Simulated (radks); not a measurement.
**Mn³⁺ in [Ar] 3d4: an all-electron calculation**

One table from this session's results is given with a row withheld; the runs are named, their logs left out.

Program: radks (a radial shooting solver on a logarithmic mesh, Libxc functionals) version 1. Level of theory: Dirac Kohn-Sham, B86b exchange with PBE correlation, spin-unpolarised, spherical densities, finite nucleus; open shells fill j = l - 1/2 first. These are calculated values, not measurements, unless marked.

### Starting point

| Quantity | Value |
| --- | --- |
| element | manganese (Z = 25) |
| charge | +3 |
| electrons | 22 |
| configuration | [Ar] 3d4 |
| nuclear rms radius | 3.7057 fm |

Set-up of the first run:

The run's settings:

```text
Z 25
configuration [Ar] 3d4
relativity Dirac
functional b86_mgc,pbe
spin unpolarised
j_filling energy
nucleus finite rms 3.7057 fm
c 137.035999084
```

Steps of the session up to this table: Self-consistent calculation.

One table of the session follows, with a row left open; its other results are not shown here.

It belongs to the step «Orbitals and density». From the orbitals of this run (lengths in bohr):

| level | <r> | outermost maximum (interpolated) | 90 % within | nodes |
| --- | --- | --- | --- | --- |
| 1s1/2 | 0.06089 | 0.0399 | 0.109 | 0 |
| 2s1/2 | 0.2792 | 0.232 | 0.433 | 1 |
| 2p1/2 | 0.2451 | 0.187 | 0.402 | 0 |
| 2p3/2 | 0.2480 | 0.189 | 0.406 | 0 |
| 3s1/2 | 0.8439 | 0.734 | 1.26 | 2 |
| 3p1/2 | 0.8835 | 0.744 | 1.36 | 1 |
| 3p3/2 | 0.8918 | 0.751 | 1.37 | 1 |
| 3d3/2 | ? | ? | ? | ? |
| 3d5/2 | 1.046 | 0.742 | 1.75 | 0 |

Q: Estimate the row for 3d3/2 from the others.

As computed: <r>: 1.043; outermost maximum (interpolated): 0.740; 90 % within: 1.75; nodes: 0. In the column «<r>» it lies between 3p3/2 (0.8918) and 3d5/2 (1.046).

Limits of these values: Spin polarisation and multiplet splitting are left out.
